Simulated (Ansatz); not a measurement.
# FH₂O₂SV: basis-set convergence

Aim: see how fast density functionals converge with the basis set for FH₂O₂SV.

Computed with Ansatz 0.2.0, Gaussian basis. Level: one geometry, several basis sets.

The runs, in order: PBE0-D4/def2-SVP; ωB97M-V/def2-SVP; PBE0-D4/def2-QZVPP; ωB97M-V/def2-QZVPP; the functionals' def2-TZVPP values are taken from earlier runs.

## 1. The geometry

The geometry comes from an earlier relaxation with PBE0-D4 in a triple-zeta def2 set; it is a stationary point, not always the lowest conformer.

SMILES `[OH][V]([OH])([F])=[S]`, 7 atoms, charge 0, spin multiplicity 1.

Atoms are counted from 1 here; the program's logs count them from 0.

Bond lengths: O1–V2 1.744 Å, O1–H6 0.961 Å, V2–O3 1.744 Å, V2–F4 1.727 Å, V2–S5 1.996 Å, O3–H7 0.961 Å. Angles: V2–O1–H6 124.2°, O1–V2–O3 108.9°, O1–V2–F4 109.5°, O1–V2–S5 109.7°, O3–V2–F4 109.5°, O3–V2–S5 109.7°, F4–V2–S5 109.6°, V2–O3–H7 124.2°.

## 2. PBE0-D4 in def2-SVP

The input, in.yaml:

```yaml
crystal:
  periodic: [false, false, false]
  atoms:
    - {symbol: O, position_ang: [-1.004849, 0.582068, 1.116512]}
    - {symbol: V, position_ang: [-0.030411, -0.335773, -0.000946]}
    - {symbol: O, position_ang: [1.610491, 0.250073, 0.069050]}
    - {symbol: F, position_ang: [-0.064912, -2.004531, 0.441821]}
    - {symbol: S, position_ang: [-0.744520, -0.119741, -1.852427]}
    - {symbol: H, position_ang: [-1.821381, 1.029979, 0.878727]}
    - {symbol: H, position_ang: [2.116780, 0.530025, -0.698537]}
basis:
  gaussian: {orbitals: def2-SVP}
hamiltonian: {xc: pbe0, dispersion: d4}
output: {orbitals: {seedname: orbitals}}
```

Further steps of the session: ωB97M-V in def2-SVP; PBE0-D4 in def2-QZVPP; ωB97M-V in def2-QZVPP.

Q: Predict the results of all the runs planned. Wanted: PBE0-D4: double and triple zeta above quadruple; ωB97M-V: double and triple zeta above quadruple.

**Answer**, as computed:

| quantity | value |
| --- | --- |
| PBE0-D4: double and triple zeta above quadruple | 17.10, 1.21 eV |
| ωB97M-V: double and triple zeta above quadruple | 17.18, 1.14 eV |

In words: For PBE0-D4 the step from double to triple zeta gains 15.89 eV and the next only 1.21 eV. Total energies overstate the basis error of differences, where much of it tends to cancel.
